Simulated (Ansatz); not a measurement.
# Y2S: properties of a relaxed candidate

The task, for Y2S: compute bands, density of states and charges.

Method: DFT PBE, scalar-relativistic, plane waves, PAW, in Ansatz 0.2.0.

**1. The starting structure**

Symmetry: P4/mmm, No. 123, tetragonal system. Conventional cell: a = 4.594 Å, b = 4.594 Å, c = 3.500 Å, α = 90.00°, β = 90.00°, γ = 90.00°. Around Y (site symmetry mmm) lie 4 S at 2.89 Å and 4 Y at 3.25 Å. S (site symmetry 4/mmm) has 8 Y at 2.89 Å as nearest neighbours.

Structure file:

```
Y S
1.0
     4.59350    0.00000    0.00000
     0.00000    4.59350    0.00000
     0.00000    0.00000    3.50034
Y S
2 1
Direct
  0.00000 0.50000 0.00000
  0.50000 0.00000 0.00000
  0.50000 0.50000 0.50000
```

The cell was relaxed beforehand at this level, from a generated guess; it needn't be the stable form of this composition. At a tolerance of 0.05 Å it has space group P4/mmm (No. 123); it has 24.62 Å³/atom, an uncorrected energy of -0.90 eV/atom over the elements.

**2. Electronic structure at the relaxed geometry**

Input file input.yaml:

```yaml
crystal:
  lattice:
    - [4.5935044447, 0.0, 0.0]
    - [0.0, 4.5935044447, 0.0]
    - [0.0, 0.0, 3.5003359812]
  atoms:
    - { symbol: "Y", position: [0.0, 0.5, 0.0] }
    - { symbol: "Y", position: [0.5, 0.0, 0.0] }
    - { symbol: S, position: [0.5, 0.5, 0.5] }
basis:
  ecutwfc: 420
kpoints:
  mp_grid: { grid: [10, 10, 14] }
  band_path:
    path:
      - [[0.0, 0.0, 0.0], [0.0, 0.5, 0.0], [0.5, 0.5, 0.0], [0.0, 0.0, 0.0], [0.0, 0.0, 0.5], [0.0, 0.5, 0.5], [0.5, 0.5, 0.5], [0.0, 0.0, 0.5]]
      - [[0.0, 0.5, 0.0], [0.0, 0.5, 0.5]]
      - [[0.5, 0.5, 0.0], [0.5, 0.5, 0.5]]
    npoints: 14
hamiltonian:
  xc: pbe
scf:
  occupations: { method: gaussian, width: 0.1 }
  n_extra_bands: 7
output:
  forces: true
  stress: true
  eigenvalues: true
  populations: true
  dos: { projected: true, de: 0.02, nscf_kmesh: { grid: [12, 12, 17] } }
  bader: true
  write_density: true
  write_potential: true
  elf: true
  volumetric_format: npy
```

Started as:

```console
$ ansatz run input.yaml --threads 1 --pin off --max-ram 2048MiB --backend cpu --events-out ev --progress --plain --runs-dir out
```

**Question.** What will these runs give? Wanted: gap; states at the Fermi level; Bader charges.

As calculated:

| quantity | value |
| --- | --- |
| gap | none (metal) |
| states at the Fermi level | 3.31 per eV per cell |
| Bader charges | Y +0.86, S -1.71 e |

There is no gap at this level. Of the projected weight within 0.25 eV of the Fermi level, the largest part is Y 4d (90 %). Charge transfer between the atoms is strong (Bader charges up to 1.7 e).
